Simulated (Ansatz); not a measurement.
# C4H9BF2: small, medium and large basis sets

Aim: see how fast density functionals converge with the basis set for C4H9BF2.

Program: Ansatz 0.2.0, Gaussian basis. Level of theory: one geometry, several basis sets. These are calculated values, not measurements.

The runs, in order: PBE0-D4/def2-SVP; ωB97M-V/def2-SVP; PBE0-D4/def2-QZVPP; ωB97M-V/def2-QZVPP; the functionals' def2-TZVPP values are taken from earlier runs.

**1. Structure used throughout**

The geometry comes from an earlier relaxation with PBE0-D4 in a triple-zeta def2 set; it is a stationary point, not always the lowest conformer.

SMILES `CC(C)(C)B(F)F`, 16 atoms, charge 0, spin multiplicity 1.

Atoms are counted from 1 here; the program's logs count them from 0.

Bond lengths: C1–C2 1.529 Å, C1–H8 1.095 Å, C1–H9 1.092 Å, C1–H10 1.093 Å, C2–C3 1.527 Å, C2–C4 1.540 Å, C2–B5 1.571 Å, C3–H11 1.092 Å, C3–H12 1.095 Å, C3–H13 1.093 Å, C4–H14 1.094 Å, C4–H15 1.095 Å, C4–H16 1.093 Å, B5–F6 1.324 Å, B5–F7 1.324 Å. Angles: C2–C1–H8 110.0°, C2–C1–H9 111.7°, C2–C1–H10 111.7°, H8–C1–H9 108.0°, H8–C1–H10 107.6°, H9–C1–H10 107.8°, C1–C2–C3 110.3°, C1–C2–C4 109.1°, C1–C2–B5 110.9°, C3–C2–C4 109.3°, C3–C2–B5 111.5°, C4–C2–B5 105.8°, C2–C3–H11 111.7°, C2–C3–H12 110.1°, C2–C3–H13 111.6°, H11–C3–H12 107.9°, H11–C3–H13 107.7°, H12–C3–H13 107.6° and more.

Geometry (Å):

```mol
C4H9BF2
  3D, bonds by distance, orders not assigned

 16 15  0  0  0  0  0  0  0  0999 V2000
    0.2843    0.7746    1.2766 C   0  0
    0.0318    0.0581   -0.0504 C   0  0
    1.1311   -0.9687   -0.3151 C   0  0
   -1.3288   -0.6598    0.0170 C   0  0
   -0.0875    1.0892   -1.2295 B   0  0
   -0.6502    2.2766   -1.0658 F   0  0
    0.3150    0.8132   -2.4598 F   0  0
    0.2927    0.0506    2.0978 H   0  0
   -0.4897    1.5151    1.4887 H   0  0
    1.2493    1.2887    1.2802 H   0  0
    0.9701   -1.4984   -1.2565 H   0  0
    1.1548   -1.7107    0.4893 H   0  0
    2.1176   -0.4999   -0.3623 H   0  0
   -1.5518   -1.1974   -0.9088 H   0  0
   -1.3149   -1.3927    0.8303 H   0  0
   -2.1467    0.0386    0.2127 H   0  0
  1  2  8  0
  2  3  8  0
  2  4  8  0
  2  5  8  0
  5  6  8  0
  5  7  8  0
  1  8  8  0
  1  9  8  0
  1 10  8  0
  3 11  8  0
  3 12  8  0
  3 13  8  0
  4 14  8  0
  4 15  8  0
  4 16  8  0
M  END
```

**2. PBE0-D4 in def2-SVP**

The input, in.yaml:

```yaml
crystal:
  periodic: [false, false, false]
  atoms:
    - {symbol: C, position_ang: [0.284348, 0.774561, 1.276640]}
    - {symbol: C, position_ang: [0.031758, 0.058134, -0.050448]}
    - {symbol: C, position_ang: [1.131139, -0.968679, -0.315112]}
    - {symbol: C, position_ang: [-1.328828, -0.659801, 0.016973]}
    - {symbol: B, position_ang: [-0.087475, 1.089247, -1.229484]}
    - {symbol: F, position_ang: [-0.650214, 2.276626, -1.065810]}
    - {symbol: F, position_ang: [0.314970, 0.813219, -2.459840]}
    - {symbol: H, position_ang: [0.292657, 0.050633, 2.097783]}
    - {symbol: H, position_ang: [-0.489713, 1.515141, 1.488676]}
    - {symbol: H, position_ang: [1.249298, 1.288746, 1.280235]}
    - {symbol: H, position_ang: [0.970088, -1.498365, -1.256514]}
    - {symbol: H, position_ang: [1.154824, -1.710748, 0.489269]}
    - {symbol: H, position_ang: [2.117594, -0.499875, -0.362293]}
    - {symbol: H, position_ang: [-1.551795, -1.197445, -0.908785]}
    - {symbol: H, position_ang: [-1.314924, -1.392739, 0.830332]}
    - {symbol: H, position_ang: [-2.146726, 0.038644, 0.212681]}
basis:
  gaussian: {orbitals: def2-SVP}
hamiltonian: {xc: pbe0, dispersion: d4}
output: {orbitals: {seedname: orbitals}}
```

On the command line:

```console
ansatz run in.yaml --threads 4 --pin off --events-out ev --progress --plain --max-ram 11315MiB
```

The runs that follow: ωB97M-V in def2-SVP; PBE0-D4 in def2-QZVPP; ωB97M-V in def2-QZVPP.

Q: Predict the results of all the runs planned. Wanted: PBE0-D4: double and triple zeta above quadruple; ωB97M-V: double and triple zeta above quadruple.

The runs gave:

| quantity | value |
| --- | --- |
| PBE0-D4: double and triple zeta above quadruple | 12.50, 0.56 eV |
| ωB97M-V: double and triple zeta above quadruple | 12.91, 0.53 eV |

What this shows: For PBE0-D4 the step from double to triple zeta gains 11.94 eV and the next only 0.56 eV. Total energies overstate the basis error of differences, where much of it tends to cancel. The LUMO of ωB97M-V is positive and keeps falling with the basis (2.58 to 1.49 eV): an unbound level that the basis holds in place.
